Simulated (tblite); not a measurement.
# C7H14Ge: the cost of one run

Programs: tblite 0.8.0 and PySCF 2.14.0, with density-fitted response routines of our own. Each step states its level of theory. These are calculated values for one molecule, in the gas phase or a continuum, unless marked as measured. Atoms are numbered from 0 throughout.

## Step 1: The starting structure

22 atoms, charge 0, multiplicity 1; geometry from: force field or distance geometry start.

Bonds of the start (Å): C0–C1 1.32, C1–C2 1.48, C2–C3 1.52, C3–C4 1.48, C4–C5 1.50, C5–Ge6 1.96, Ge6–C7 1.92, Ge6–C2 1.95, C0–H8 1.08, C0–H9 1.10, C1–H10 1.09, C2–H11 1.11, C3–H12 1.10, C3–H13 1.13, C4–H14 1.10, C4–H15 1.12, C5–H16 1.09, C5–H17 1.12, Ge6–H18 1.54, C7–H19 1.12, C7–H20 1.12, C7–H21 1.10.

## Step 2: Geometry optimisation with GFN2-xTB

Job settings and geometry (Å):

```
{"job": {"kind": "relax", "xc": "GFN2-xTB", "basis": "xTB"}, "charge": 0, "multiplicity": 1}
C     -2.414800     1.773100     0.127200
C     -2.042000     0.532300     0.359600
C     -0.872300    -0.131000    -0.247800
C     -0.685000    -1.553800     0.243800
C      0.596200    -2.076500    -0.280500
C      1.731700    -1.199500     0.141300
Ge     0.842100     0.520900     0.423600
C      1.645500     1.889800    -0.658300
H     -1.908700     2.437400    -0.560300
H     -3.300100     2.167800     0.645400
H     -2.633700    -0.040400     1.080100
H     -0.933500    -0.117500    -1.352400
H     -1.561200    -2.142500    -0.063800
H     -0.671800    -1.465500     1.368800
H      0.500000    -2.217700    -1.364200
H      0.769700    -3.074900     0.190400
H      2.295100    -1.532900     1.015500
H      2.375300    -1.045800    -0.765200
H      0.694700     0.862900     1.918100
H      2.523100     1.428100    -1.180500
H      2.062800     2.706000    -0.010800
H      0.976500     2.299100    -1.431700
```

On the command line:

```console
OMP_NUM_THREADS=1 python probes_run.py task.json out
```

One launch serves the whole session: the jobs run in the order shown.

Q: Estimate the wall time and peak memory of this first job on 1 thread of Arm Neoverse V1, shared host.

About 1.5 s, with a peak of 0.18 GiB.
